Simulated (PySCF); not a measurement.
# C3H12N2OSi: the cost of one run

The runs use PySCF 2.14.0, with density-fitted response routines of our own; the level of theory stands in each step. All values are computed, except where a source is named. Atoms count from 0, in the outputs and in this text.

**1. The starting structure**

19 atoms, charge 0, multiplicity 1; geometry from: GFN2-xTB.

Bonds of the start (Å): C0–C1 1.53, C1–N2 1.44, N2–Si3 1.72, Si3–O4 1.63, Si3–N5 1.72, N5–C6 1.44, C0–H7 1.09, C0–H8 1.09, C0–H9 1.09, C1–H10 1.09, C1–H11 1.10, N2–H12 1.01, Si3–H13 1.47, O4–H14 0.95, N5–H15 1.01, C6–H16 1.10, C6–H17 1.09, C6–H18 1.09.

**2. Excited states and response: CAM-B3LYP/def2-SVPD**

Job settings and geometry (Å):

```
{"job": {"kind": "uv", "xc": "CAM-B3LYP", "basis": "def2-SVPD", "nstates": 8, "ntriplets": 3}, "charge": 0, "multiplicity": 1}
C     -2.811511     0.281830     0.046304
C     -1.753957    -0.275221    -0.906084
N     -0.736462    -1.052918    -0.243732
Si     0.609126    -0.370613     0.588537
O      1.487077    -1.562275     1.263843
N      1.526023     0.415347    -0.638842
C      2.819955     0.996552    -0.372248
H     -2.340398     0.923172     0.786641
H     -3.316432    -0.529888     0.566071
H     -3.552706     0.856677    -0.503616
H     -1.259470     0.549965    -1.421203
H     -2.241256    -0.901586    -1.663354
H     -1.145157    -1.854438     0.214583
H      0.329281     0.424944     1.788100
H      1.848003    -2.243036     0.702212
H      1.027008     0.934229    -1.343912
H      2.754117     2.016258     0.024239
H      3.418827     1.019979    -1.285735
H      3.328127     0.380273     0.365870
```

Level: TDDFT CAM-B3LYP/def2-SVPD, vertical, gas phase, core orbitals frozen in the response.

On the command line:

```
OMP_NUM_THREADS=1 python probes_run.py task.json out
```

One launch serves the whole session: the jobs run in the order shown.

**Question.** How long does this job take on 1 thread of Arm Neoverse V2, shared host, and how much memory does it need?

About 90 s, with a peak of 1.2 GiB.
